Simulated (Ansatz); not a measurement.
# CH₄FNOSi: up Jacob's ladder to CCSD(T)

An exercise on one series of results from a longer session: the logs are not shown, and one member is left open.

The runs use Ansatz 0.2.0, Gaussian basis; functionals in def2-TZVPP, the program's frozen cores in correlated methods.

The runs, in order: LDA (SPW92), PBE-D4, revPBE-D4, BLYP-D4, r2SCAN-D4, B97M-V, PBE0-D4, B3LYP-D4, r2SCANh-D4, r2SCAN0-D4, HSE06-D4, BHLYP-D4, CAM-B3LYP-D4, LC-ωPBE, ωB97X-V, ωB97M-V, B2PLYP, PBE-QIDH; CCSD(T)/def2-SVP; CCSD(T)/def2-TZVPP; MP2/def2-QZVPP; extrapolation to the limit; RPA on PBE.

## Structure used throughout

All runs share one geometry, relaxed beforehand with PBE0-D4 in a triple-zeta def2 set.

SMILES `C=N[SiH](O)F`, 9 atoms, charge 0, spin multiplicity 1.

Atoms are counted from 1 here; the program's logs count them from 0.

Bond lengths: C1–N2 1.258 Å, C1–H6 1.100 Å, C1–H7 1.096 Å, N2–Si3 1.724 Å, Si3–O4 1.626 Å, Si3–F5 1.596 Å, Si3–H8 1.472 Å, O4–H9 0.958 Å. Angles: N2–C1–H6 124.1°, N2–C1–H7 120.3°, H6–C1–H7 115.7°, C1–N2–Si3 126.5°, N2–Si3–O4 108.6°, N2–Si3–F5 112.0°, N2–Si3–H8 110.0°, O4–Si3–F5 107.9°, O4–Si3–H8 111.6°, F5–Si3–H8 106.7°, Si3–O4–H9 117.1°.

Set-up of the first run:

Contents of in.yaml:

```yaml
crystal:
  periodic: [false, false, false]
  atoms:
    - {symbol: C, position_ang: [-0.237758, 1.420475, 0.914496]}
    - {symbol: N, position_ang: [0.477267, 0.440109, 0.581370]}
    - {symbol: Si, position_ang: [0.236250, -0.588747, -0.781133]}
    - {symbol: O, position_ang: [0.184320, -2.130216, -0.265108]}
    - {symbol: F, position_ang: [-1.137037, -0.275103, -1.530562]}
    - {symbol: H, position_ang: [-1.128726, 1.749570, 0.360486]}
    - {symbol: H, position_ang: [0.010355, 2.007650, 1.806508]}
    - {symbol: H, position_ang: [1.312145, -0.383282, -1.764249]}
    - {symbol: H, position_ang: [0.371784, -2.286756, 0.661192]}
basis:
  gaussian: {orbitals: def2-TZVPP}
hamiltonian: {xc: lda}
output: {orbitals: {seedname: orbitals}}
```

Started as:

```
$ ansatz run in.yaml --threads 2 --pin off --events-out ev --progress --plain --max-ram 4352MiB
```

Among the steps run: LDA; PBE-D4 (GGA); revPBE-D4 (GGA); BLYP-D4 (GGA); r2SCAN-D4 (meta-GGA); B97M-V (meta-GGA); PBE0-D4 (hybrid); B3LYP-D4 (hybrid); r2SCANh-D4 (hybrid); r2SCAN0-D4 (hybrid); HSE06-D4 (hybrid); BHLYP-D4 (hybrid); CAM-B3LYP-D4 (range-separated); LC-ωPBE (range-separated); ωB97X-V (range-separated); ωB97M-V (range-separated); B2PLYP (double hybrid); PBE-QIDH (double hybrid).

One of the session's tables, all rows but one given; the rest of the session is left out.

It belongs to the step «Orbital energies across the functionals». 

| functional | HOMO (eV) | gap (eV) |
| --- | --- | --- |
| LDA (SPW92) | -6.24 | 3.50 |
| PBE-D4 | -6.12 | 3.65 |
| revPBE-D4 | -6.07 | 3.70 |
| BLYP-D4 | -6.03 | 3.70 |
| r2SCAN-D4 | ? | ? |
| B97M-V | -6.55 | 4.40 |
| PBE0-D4 | -7.58 | 6.22 |
| B3LYP-D4 | -7.36 | 5.74 |
| r2SCANh-D4 | -6.95 | 5.11 |
| r2SCAN0-D4 | -7.78 | 6.54 |
| HSE06-D4 | -7.17 | 5.42 |
| BHLYP-D4 | -9.00 | 8.82 |
| CAM-B3LYP-D4 | -9.03 | 8.85 |
| LC-ωPBE | -10.37 | 11.44 |
| ωB97X-V | -10.03 | 11.02 |
| ωB97M-V | -9.94 | 10.80 |

Q: Estimate the row for r2SCAN-D4 from the others.

Worked estimate for «HOMO (eV)». Against the share of exact exchange, r2SCANh-D4 (0.1, -6.95), r2SCAN0-D4 (0.25, -7.78) give a slope of -5.53 per unit share; at 0 the line stands at -6.40.

As computed: HOMO (eV): -6.40; gap (eV): 4.16. In «HOMO (eV)» the line misses by 0.00.
